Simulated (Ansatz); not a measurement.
Debugging a ladder of basis sets of GeH4Te, SMILES [GeH3][TeH] (the Ansatz DFT code, driven from Python).

The script, `basis.py`:
```python
"""Basis-set convergence for GeH4Te."""

from dataclasses import dataclass
import logging
import sys

import ansatz as az

logging.basicConfig(stream=sys.stdout, format="%(name)s: %(message)s")
logger = logging.getLogger("calc")
logger.setLevel(logging.INFO)


@dataclass(frozen=True)
class RunConfig:
    functional: str = "B3LYP"


cfg = RunConfig()

geometry_ang = [
    ("Ge", [-0.3104, -0.2824, -0.5047]),
    ("Te", [-0.0753, 0.9888, 1.7125]),
    ("H", [0.0729, -1.7063, -0.3722]),
    ("H", [-1.7771, -0.1973, -0.9384]),
    ("H", [0.4995, 0.4533, -1.6216]),
    ("H", [1.6325, 0.68, 1.6781]),
]
system = az.Crystal.molecule()
for symbol, xyz in geometry_ang:
    system = system.atom(symbol, xyz)

model = system.calculation().functional(cfg.functional)

energies = {}
for basis in ["def2-SVP", "def2-SVPD", "def2-TZVP", "def2-TZVPP"]:
    report = model.basis(gaussian=basis).run(outdir="tmp").report
    size = report["n_frozen"] + report["n_occupied"][0] + report["n_virtual"][0]
    energies[basis] = (report["reference_energy_ev"] / 27.211386246, report["free_energy_ev"] / 27.211386246)
    logger.info(f"{basis:14s} {size:4d} orbitals  reference {energies[basis][0]:14.6f} Ha  total {energies[basis][1]:14.6f} Ha")

last = energies["def2-TZVPP"][1]
for basis, (_, total) in energies.items():
    logger.info(f"{basis:14s} lies {27.211386 * (total - last):9.4f} eV above def2-TZVPP")
```

```console
$ python basis.py
Traceback (most recent call last):
  File "basis.py", line 37, in <module>
    report = model.basis(gaussian=basis).run(outdir="tmp").report
             ~~~~~~~~~~~~~~~~~~~~~~~~~~~~~~~^^^^^^^^^^^^^^
TypeError: Calculation.run() got an unexpected keyword argument 'outdir'
$ echo $?
1
```

Why does it end like this?

The fault: run() has no such keyword. The change:

```diff
--- before
+++ after
@@ -36,3 +36,3 @@
 for basis in ["def2-SVP", "def2-SVPD", "def2-TZVP", "def2-TZVPP"]:
-    report = model.basis(gaussian=basis).run(outdir="tmp").report
+    report = model.basis(gaussian=basis).run().report
     size = report["n_frozen"] + report["n_occupied"][0] + report["n_virtual"][0]
```

With that change:

`python basis.py` gives:
```text
calc: def2-SVP         78 orbitals  reference   -2347.300736 Ha  total   -2347.300736 Ha
calc: def2-SVPD       105 orbitals  reference   -2347.303977 Ha  total   -2347.303977 Ha
calc: def2-TZVP       122 orbitals  reference   -2347.577989 Ha  total   -2347.577989 Ha
calc: def2-TZVPP      154 orbitals  reference   -2347.579212 Ha  total   -2347.579212 Ha
calc: def2-SVP       lies    7.5777 eV above def2-TZVPP
calc: def2-SVPD      lies    7.4895 eV above def2-TZVPP
calc: def2-TZVP      lies    0.0333 eV above def2-TZVPP
calc: def2-TZVPP     lies    0.0000 eV above def2-TZVPP
```

The drop along the ladder measures the basis error, and is no property of the molecule. The geometry is a force-field or estimated start, not a minimum of this method, and the last set is no limit. Much of the fall in a total is atomic energy, which cancels in bond and reaction energies. def2 sets replace the cores of elements past krypton by effective core potentials. b3lyp holds the VWN-RPA fit, as in Gaussian; the form of ORCA and Turbomole is b3lyp5. Run time: 12 s on 1 thread of Arm Neoverse V2, with other jobs on the host, peak memory 0.37 GiB.
